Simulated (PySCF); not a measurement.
**A diatomic session: SnF+**

An exercise on one series of results from a longer session: the logs are not shown, and one member is left open.

Program: PySCF 2.14.0. Level of theory: Sn cc-pVDZ-PP with ECP28, F cc-pVDZ, scalar-relativistic core potentials. These are calculated values, not measurements.

The first run:

A driver script around PySCF takes these settings:

- atoms: Sn, F
- charge: 1
- basis: Sn cc-pVDZ-PP with ECP28, F cc-pVDZ
- Hamiltonian: scalar-relativistic core potentials
- basis functions: 37
- electrons treated: 30
- masses in u: 119.9022, 18.9984
- levels: PBE0, PBE, r²SCAN, BLYP, r²SCAN0, revPBE, ωB97X, HF, MP2, SCS-MP2, CCSD, CCSD(T)
- grid: 80 radial by 434 angular points
- occupations: held fixed by the projection of orbital angular momentum
- dissociation limit: Sn+ + F, each in its ground configuration
- starting distance in angstrom: 2.065
- values of 2S to try: 0, 2

Command:

```
> OMP_NUM_THREADS=1 python dia.py task.json out
```

Among the steps run: Input; First curve: PBE0; Other states along the same grid; PBE (GGA); r²SCAN; BLYP (GGA); r²SCAN0 (hybrid meta-GGA); revPBE; ωB97X (range-separated hybrid); RHF (mean field); MP2 and coupled cluster.

One of the session's tables, all rows but one given; the rest of the session is left out.

```
      level  Re (Å)  ωe (cm⁻¹)  De (eV)
        RHF   1.890        725     2.79
    RHF-MP2   1.908        703     4.80
RHF-SCS-MP2       ?          ?        ?
   RHF-CCSD   1.907        702     4.36
RHF-CCSD(T)   1.913        690     4.50
        PBE   1.931        658     5.40
     revPBE   1.939        648     5.13
       BLYP   1.938        650     5.32
     r²SCAN   1.912        686     5.07
       PBE0   1.909        692     4.84
    r²SCAN0   1.898        707     4.62
      ωB97X   1.904        706     5.09
```

Q: Estimate the row for RHF-SCS-MP2 from the others.

As computed: Re (Å): 1.908; ωe (cm⁻¹): 701; De (eV): 4.61.

De is counted to Sn+ + F in their ground configurations.
